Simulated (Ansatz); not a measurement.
**KP2Ru2: further runs on the relaxed cell**

This session takes KP2Ru2 and sets out to fit an equation of state.

Computed with Ansatz 0.2.0 (DFT PBEsol, scalar-relativistic, plane waves, PAW, unless a step's input says otherwise).

1 further run of the same task is left out (set aside as unsound or not needed). Runs told in other sessions of the task aren't counted.

### Step 1. The structure to begin with

Symmetry: I4/mmm, No. 139, tetragonal system. Conventional cell: a = 4.001 Å, b = 4.001 Å, c = 12.184 Å, α = 90.00°, β = 90.00°, γ = 90.00°. Around K (site symmetry 4/mmm) lie 8 P at 3.42 Å and 8 Ru at 3.64 Å. P (site symmetry 4mm) has 4 Ru at 2.29 Å and 4 K at 3.42 Å in its first shell of neighbours. Ru (site symmetry -4m2) is surrounded by 4 P at 2.29 Å.

Coordinates:

```cif
data_structure
_symmetry_space_group_name_H-M 'I4/mmm'
_symmetry_Int_Tables_number 139
_cell_length_a 4.0014
_cell_length_b 4.0014
_cell_length_c 12.1837
_cell_angle_alpha 90.000
_cell_angle_beta 90.000
_cell_angle_gamma 90.000
_cell_volume 195.08
loop_
_atom_site_label
_atom_site_type_symbol
_atom_site_symmetry_multiplicity
_atom_site_Wyckoff_symbol
_atom_site_fract_x
_atom_site_fract_y
_atom_site_fract_z
_atom_site_occupancy
K1 K 2 a 0.00000 0.00000 0.00000 1
P1 P 4 e 0.00000 0.00000 0.34188 1
Ru1 Ru 4 d 0.00000 0.50000 0.25000 1
```

It goes back to an entry of the Materials Project.

This cell was relaxed beforehand with the same method: volume 19.51 Å³/atom, gap on the mesh none (metal).

### Step 2. The cell scaled to 0.97 of its volume

The input, input.yaml:

```yaml
crystal:
  lattice:
    - [-1.9804970272, 1.9804970272, 6.0303059855]
    - [1.9804970272, -1.9804970272, 6.0303059855]
    - [1.9804970272, 1.9804970272, -6.0303059855]
  atoms:
    - { symbol: K, position: [0.0, 0.0, 0.0] }
    - { symbol: P, position: [0.3418783853, 0.3418783853, 0.0] }
    - { symbol: P, position: [0.6581216147, 0.6581216147, 0.0] }
    - { symbol: Ru, position: [0.75, 0.25, 0.5] }
    - { symbol: Ru, position: [0.25, 0.75, 0.5] }
basis:
  ecutwfc: 420
kpoints:
  mp_grid: { grid: [12, 12, 12] }
hamiltonian:
  xc: pbesol
scf:
  occupations: { method: gaussian, width: 0.1 }
output:
  forces: true
  stress: true
  eigenvalues: true
relax:
  adjacent_minimum: "off"
  f_tol: 0.01
  max_steps: 30
  cell: { stress_tol: 0.1, fix: [volume] }
```

On the command line:

```console
$ ansatz run input.yaml --threads 2 --pin off --max-ram 5120MiB --backend cpu --events-out ev --progress --plain --runs-dir out
```

### Step 3. The cell scaled to 1.03 of its volume

Edit input.yaml of step 2 so:

```diff
@@ -2,5 +2,5 @@
   lattice:
-    - [-1.9804970272, 1.9804970272, 6.0303059855]
-    - [1.9804970272, -1.9804970272, 6.0303059855]
-    - [1.9804970272, 1.9804970272, -6.0303059855]
+    - [-2.0205178507, 2.0205178507, 6.15216318]
+    - [2.0205178507, -2.0205178507, 6.15216318]
+    - [2.0205178507, 2.0205178507, -6.15216318]
   atoms:
```

### Step 4. Point at V/V0 = 0.94

The input, input.yaml:

```yaml
crystal:
  lattice:
    - [-1.9747950187, 1.9747950187, 5.8775970959]
    - [1.9747950187, -1.9747950187, 5.8775970959]
    - [1.9747950187, 1.9747950187, -5.8775970959]
  atoms:
    - { symbol: K, position: [0.0, 0.0, 0.0] }
    - { symbol: P, position: [0.3445831691, 0.3445831691, 0.0] }
    - { symbol: P, position: [0.6554168309, 0.6554168309, 0.0] }
    - { symbol: Ru, position: [0.75, 0.25, 0.5] }
    - { symbol: Ru, position: [0.25, 0.75, 0.5] }
basis:
  ecutwfc: 420
kpoints:
  mp_grid: { grid: [12, 12, 12] }
hamiltonian:
  xc: pbesol
scf:
  occupations: { method: gaussian, width: 0.1 }
output:
  forces: true
  stress: true
  eigenvalues: true
relax:
  adjacent_minimum: "off"
  f_tol: 0.01
  max_steps: 30
  cell: { stress_tol: 0.1, fix: [volume] }
```

### Step 5. Volume × 1.06

The input, input.yaml:

```yaml
crystal:
  lattice:
    - [-2.0256999517, 2.0256999517, 6.2990003801]
    - [2.0256999517, -2.0256999517, 6.2990003801]
    - [2.0256999517, 2.0256999517, -6.2990003801]
  atoms:
    - { symbol: K, position: [0.0, 0.0, 0.0] }
    - { symbol: P, position: [0.3392654821, 0.3392654821, 0.0] }
    - { symbol: P, position: [0.6607345179, 0.6607345179, 0.0] }
    - { symbol: Ru, position: [0.75, 0.25, 0.5] }
    - { symbol: Ru, position: [0.25, 0.75, 0.5] }
basis:
  ecutwfc: 420
kpoints:
  mp_grid: { grid: [12, 12, 12] }
hamiltonian:
  xc: pbesol
scf:
  occupations: { method: gaussian, width: 0.1 }
output:
  forces: true
  stress: true
  eigenvalues: true
relax:
  adjacent_minimum: "off"
  f_tol: 0.01
  max_steps: 30
  cell: { stress_tol: 0.1, fix: [volume] }
```

### Step 6. The cell scaled to 0.91 of its volume

The input, input.yaml:

```yaml
crystal:
  lattice:
    - [-1.9694317253, 1.9694317253, 5.7210472924]
    - [1.9694317253, -1.9694317253, 5.7210472924]
    - [1.9694317253, 1.9694317253, -5.7210472924]
  atoms:
    - { symbol: K, position: [0.0, 0.0, 0.0] }
    - { symbol: P, position: [0.3473846157, 0.3473846157, 0.0] }
    - { symbol: P, position: [0.6526153843, 0.6526153843, 0.0] }
    - { symbol: Ru, position: [0.75, 0.25, 0.5] }
    - { symbol: Ru, position: [0.25, 0.75, 0.5] }
basis:
  ecutwfc: 420
kpoints:
  mp_grid: { grid: [12, 12, 12] }
hamiltonian:
  xc: pbesol
scf:
  occupations: { method: gaussian, width: 0.1 }
output:
  forces: true
  stress: true
  eigenvalues: true
relax:
  adjacent_minimum: "off"
  f_tol: 0.01
  max_steps: 30
  cell: { stress_tol: 0.1, fix: [volume] }
```

### Step 7. Point at V/V0 = 1.10

The input, input.yaml:

```yaml
crystal:
  lattice:
    - [-2.0373170398, 2.0373170398, 6.4623645697]
    - [2.0373170398, -2.0373170398, 6.4623645697]
    - [2.0373170398, 2.0373170398, -6.4623645697]
  atoms:
    - { symbol: K, position: [0.0, 0.0, 0.0] }
    - { symbol: P, position: [0.3368448623, 0.3368448623, 0.0] }
    - { symbol: P, position: [0.6631551377, 0.6631551377, 0.0] }
    - { symbol: Ru, position: [0.75, 0.25, 0.5] }
    - { symbol: Ru, position: [0.25, 0.75, 0.5] }
basis:
  ecutwfc: 420
kpoints:
  mp_grid: { grid: [12, 12, 12] }
hamiltonian:
  xc: pbesol
scf:
  occupations: { method: gaussian, width: 0.1 }
output:
  forces: true
  stress: true
  eigenvalues: true
relax:
  adjacent_minimum: "off"
  f_tol: 0.01
  max_steps: 30
  cell: { stress_tol: 0.1, fix: [volume] }
```

### Step 8. Point at V/V0 = 0.88

The input, input.yaml:

```yaml
crystal:
  lattice:
    - [-1.965070582, 1.965070582, 5.5570252319]
    - [1.965070582, -1.965070582, 5.5570252319]
    - [1.965070582, 1.965070582, -5.5570252319]
  atoms:
    - { symbol: K, position: [0.0, 0.0, 0.0] }
    - { symbol: P, position: [0.3504499661, 0.3504499661, 0.0] }
    - { symbol: P, position: [0.6495500339, 0.6495500339, 0.0] }
    - { symbol: Ru, position: [0.75, 0.25, 0.5] }
    - { symbol: Ru, position: [0.25, 0.75, 0.5] }
basis:
  ecutwfc: 420
kpoints:
  mp_grid: { grid: [12, 12, 12] }
hamiltonian:
  xc: pbesol
scf:
  occupations: { method: gaussian, width: 0.1 }
output:
  forces: true
  stress: true
  eigenvalues: true
relax:
  adjacent_minimum: "off"
  f_tol: 0.01
  max_steps: 30
  cell: { stress_tol: 0.1, fix: [volume] }
```

(Steps that only read results are left out.)

**Question.** What will these runs give? Wanted: equilibrium volume of the fit; bulk modulus.

The runs gave:

| quantity | value |
| --- | --- |
| equilibrium volume of the fit | 19.50 Å³/atom |
| bulk modulus | 37 GPa |
| its pressure derivative | 3.0 |

What this shows: The fit puts the minimum at 19.50 Å³/atom with B = 37 GPa and B' = 3.0.
